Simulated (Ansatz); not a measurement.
Task: the interaction energy of a dimer with the counterpoise correction of BBrH4Si, SMILES B[SiH2]Br, with Ansatz 0.2.0, Python API. Give the script and its output. Settings (for the species named): PBE, def2-SVPD basis, multiplicity 1.

```tsv
atom	x (Å)	y (Å)	z (Å)
B	-0.9246	0.0903	-0.6755
Si	0.6196	0.0718	0.4118
Br	0.9795	-2.0498	1.0430
H	-1.4956	-0.8470	-0.9212
H	-1.3457	1.1582	-1.1442
H	0.4309	0.9359	1.5990
H	1.7971	0.5726	-0.3585
```

`dimer_bbrh4si.py`:
```python
"""Interaction energy of two BBrH4Si molecules, with the counterpoise correction."""

import ansatz as az

FIRST = [
    ("B", (-0.9333, 0.1, -0.669)),
    ("Si", (0.6109, 0.0815, 0.4183)),
    ("Br", (0.9708, -2.0401, 1.0495)),
    ("H", (-1.5043, -0.8373, -0.9147)),
    ("H", (-1.3544, 1.1679, -1.1377)),
    ("H", (0.4222, 0.9456, 1.6055)),
    ("H", (1.7884, 0.5823, -0.352)),
]
SECOND = [
    ("B", (2.6856, -6.8251, -3.005)),
    ("Si", (1.2197, -5.8145, -2.375)),
    ("Br", (1.7949, -4.952, -0.3864)),
    ("H", (3.6447, -6.9153, -2.4246)),
    ("H", (2.6132, -7.4211, -4.0899)),
    ("H", (0.0191, -6.6694, -2.2361)),
    ("H", (0.9085, -4.7092, -3.33)),
]

def energy(atoms, ghosts=()):
    molecule = az.Crystal.molecule()
    for symbol, xyz in atoms:
        molecule = molecule.atom(symbol, xyz)
    calc = (
        molecule.calculation()
        .basis(gaussian="def2-SVPD")
        .functional("pbe")
    )
    deck = calc.input()
    if ghosts:
        deck = deck.set(az.key.basis.gaussian.ghost_atoms, [{"symbol": s, "position_ang": list(xyz)} for s, xyz in ghosts])
    return az.Session.from_dict(deck).plan().execute().report["free_energy_ev"]

# ghost atoms carry the functions of the partner
both = energy(FIRST + SECOND)
alone = energy(FIRST) + energy(SECOND)
ghosted = energy(FIRST, SECOND) + energy(SECOND, FIRST)
print(f"dimer {both:.6f} eV")
print(f"interaction, uncorrected   {96.485332 * (both - alone):8.3f} kJ/mol")
print(f"interaction, counterpoise  {96.485332 * (both - ghosted):8.3f} kJ/mol")
print(f"basis-set superposition    {96.485332 * (alone - ghosted):8.3f} kJ/mol")
```

```console
$ python dimer_bbrh4si.py
dimer -157275.107845 eV
interaction, uncorrected      8.531 kJ/mol
interaction, counterpoise    10.446 kJ/mol
basis-set superposition       1.916 kJ/mol
```

Uncorrected it is 8.531 kJ/mol, with the counterpoise correction 10.446 kJ/mol; the difference, 1.91 kJ/mol, is the superposition error. In this basis both values are repulsive.

Notes:
- Total energies depend on the basis set; only differences at equal settings carry meaning.
- The dimer is a generated trial pose of unrelaxed monomers, not a minimum, so the figure is no binding energy, and the basis set is small.
- This level lacks the dispersion part of the attraction (electrostatics and induction are there), which can decide the sign where the interaction is weak.
- The whole script took 27 s on 1 thread of AMD EPYC 7R43 64-Core Processor (Zen 3), with other jobs on the host, peak memory 0.47 GiB.
